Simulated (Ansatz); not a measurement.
Geometry optimisation, DFT PBE-D3(BJ), scalar-relativistic, plane waves, PAW (Ansatz 0.2.0).

Input:

```yaml
crystal:
  lattice:
    - [6.98, 0.0, 0.0]
    - [0.0, 6.98, 0.0]
    - [0.0, 0.0, 6.98]
  atoms:
    - { symbol: Li, position: [0.0, 0.0, 0.0] }
    - { symbol: Li, position: [0.5, 0.0, 0.0] }
    - { symbol: Li, position: [0.0, 0.5, 0.0] }
    - { symbol: Li, position: [0.0, 0.0, 0.5] }
    - { symbol: Li, position: [0.25, 0.25, 0.25] }
    - { symbol: Li, position: [0.5, 0.5, 0.0] }
    - { symbol: Li, position: [0.5, 0.0, 0.5] }
    - { symbol: Li, position: [0.75, 0.25, 0.25] }
    - { symbol: Li, position: [0.0, 0.5, 0.5] }
    - { symbol: Li, position: [0.25, 0.75, 0.25] }
    - { symbol: Li, position: [0.25, 0.25, 0.75] }
    - { symbol: Li, position: [0.5, 0.5, 0.5] }
    - { symbol: Li, position: [0.75, 0.75, 0.25] }
    - { symbol: Li, position: [0.75, 0.25, 0.75] }
    - { symbol: Li, position: [0.25, 0.75, 0.75] }
    - { symbol: Li, position: [0.75, 0.75, 0.75] }
    - { symbol: Cu, position: [0.3757875, -0.0035684, 0.2539287] }
basis:
  ecutwfc: 420.0
kpoints:
  mp_grid: { grid: [3, 3, 3] }
hamiltonian:
  xc: pbe
  dispersion: d3bj
scf:
  occupations: { method: gaussian, width: 0.1 }
  lower_state_search: "off"
relax:
  f_tol: 0.03
  max_steps: 60
  adjacent_minimum: "off"
```

Command:

```bash
$ ansatz run input.yaml --threads 2 --pin off --max-ram 5120MiB --backend cpu --events-out ev --progress --plain --runs-dir out
```

Question: Where does it end, and by what steps?

Answer: The run converged. The force dipped under the threshold on the way, but the program's further checks kept it going. Limits of this set-up: coarse k mesh, a small cell, in which the defect meets its images, a typed lattice constant that wasn't relaxed here. After 11 steps the energy has fallen by 1.850 eV; Li7 moved furthest, 0.90 Å. Joined: Li1–Li3 (3.49 → 3.00 Å), Li4–Li7 (3.49 → 2.91 Å), Li5–Li8 (3.49 → 3.07 Å), Li5–Li11 (3.49 → 3.07 Å), Li8–Li14 (3.49 → 3.05 Å), Li10–Li13 (3.49 → 2.96 Å).

| step | energy less start (eV) | largest force component (eV/Å) | accepted |
| --- | --- | --- | --- |
| 0 | 0.0000 | 2.313 | yes |
| 1 | -0.8193 | 1.606 | yes |
| 2 | -1.5865 | 0.470 | yes |
| 3 | -1.7471 | 0.044 | yes |
| 4 | -1.7622 | 0.017 | yes |
| 5 | -1.7649 | 0.040 | yes |
| 6 | -1.7822 | 0.158 | yes |
| 7 | -1.7993 | 0.176 | yes |
| 8 | -1.8264 | 0.094 | yes |
| 9 | -1.8341 | 0.087 | yes |
| 10 | -1.8504 | 0.024 | yes |
| 11 | -1.8504 | 0.024 | yes |

```xyz
17
Lattice="6.9800 0.0000 0.0000 0.0000 6.9800 0.0000 0.0000 0.0000 6.9800" Properties=species:S:1:pos:R:3
Li 0.179 0.161 -0.031
Li 3.259 -0.079 -0.056
Li 0.210 3.155 -0.241
Li 0.096 0.130 3.304
Li 1.952 1.828 1.808
Li 3.260 3.810 -0.039
Li 4.243 0.081 3.971
Li 5.011 1.751 1.611
Li -0.276 3.280 3.523
Li 1.056 4.826 1.595
Li 1.981 1.739 4.876
Li 3.557 3.885 3.415
Li 5.134 5.401 1.609
Li 5.032 2.000 5.547
Li 1.653 5.314 4.866
Li 5.534 5.159 5.484
Cu 2.621 -0.584 2.408
```

Whether the end is a true minimum wasn't checked by a vibrational analysis.

The run took 85 s on 2 threads of AMD EPYC 7B13 (Zen 3) (shared host), peak memory 0.72 GiB.
